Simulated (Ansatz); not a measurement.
# Li4F: what a guessed cell relaxes into

Aim: relax a trial structure of Li4F and see where it ends.

Program: Ansatz 0.2.0. Level of theory: DFT PBE, scalar-relativistic, plane waves, PAW. These are calculated values, not measurements.

## 1. Starting point

It takes space group Im-3m (No. 229, cubic). The conventional cell has a = 4.871 Å, b = 4.871 Å, c = 4.871 Å, α = 90.00°, β = 90.00°, γ = 90.00°. Li (site symmetry -3m) has 2 F at 2.11 Å as nearest neighbours. F (site symmetry m-3m) is surrounded by 8 Li at 2.11 Å.

As a file:

```xyz
5
Lattice="-2.4355 2.4355 2.4355 2.4355 -2.4355 2.4355 2.4355 2.4355 -2.4355" Properties=species:S:1:pos:R:3 pbc="T T T"
Li    1.2178    1.2178   -1.2178
Li    1.2178   -1.2178    1.2178
Li   -1.2178    1.2178    1.2178
Li    1.2178    1.2178    1.2178
F     0.0000    0.0000    0.0000
```

The cell is invented: species swapped into a database cell of CrGa4 (Im-3m, No. 229), with F on the Cr sites and Li on the Ga sites. The dimensions are guesses.

## 2. The guess as it stands, on a coarse mesh

The input, input.yaml:

```yaml
crystal:
  lattice:
    - [-2.43550377, 2.43550377, 2.43550377]
    - [2.43550377, -2.43550377, 2.43550377]
    - [2.43550377, 2.43550377, -2.43550377]
  atoms:
    - { symbol: Li, position: [0.0, 0.0, 0.5] }
    - { symbol: Li, position: [0.0, 0.5, 0.0] }
    - { symbol: Li, position: [0.5, 0.0, 0.0] }
    - { symbol: Li, position: [0.5, 0.5, 0.5] }
    - { symbol: F, position: [0.0, 0.0, 0.0] }
basis:
  ecutwfc: 420
kpoints:
  mp_grid: { grid: [6, 6, 6] }
hamiltonian:
  xc: pbe
scf:
  occupations: { method: gaussian, width: 0.1 }
  lower_state_search: "off"
output:
  forces: true
  stress: true
  eigenvalues: true
```

Started as:

```console
$ ansatz run input.yaml --threads 1 --pin off --max-ram 2560MiB --backend cpu --events-out ev --progress --plain --runs-dir out
```

Further runs follow: spin check on a coarse mesh; rough relaxation on the coarse mesh; relaxation on the finer mesh.

**Question.** What will these runs give? Wanted: conventional cell; volume; energy over the elements; gap on the mesh.

The runs gave:

```
                                                              quantity                                                                      value
                                symmetry at the end (tolerance 0.05 Å)                                                space group Im-3m (No. 229)
                                                     conventional cell  a = 5.275 Å, b = 5.275 Å, c = 5.275 Å, α = 90.00°, β = 90.00°, γ = 90.00°
                                                                volume                                                              14.67 Å³/atom
energy over the elements (uncorrected; H, N, O, F and Cl as molecules)                                                              -0.87 eV/atom
                                                       gap on the mesh                                                               none (metal)
```

The space group Im-3m (No. 229) is kept, and the volume per atom grows by 27.0 % from the first guess. It lies below the elements, which doesn't yet make it stable: competing phases were not computed in this session. No finished test with a distortion of lower symmetry is shown, so the end may be a saddle point. Some metallic runs here have no spin polarisation while others do, so their energies compare only roughly. Other magnetic orders were not searched.
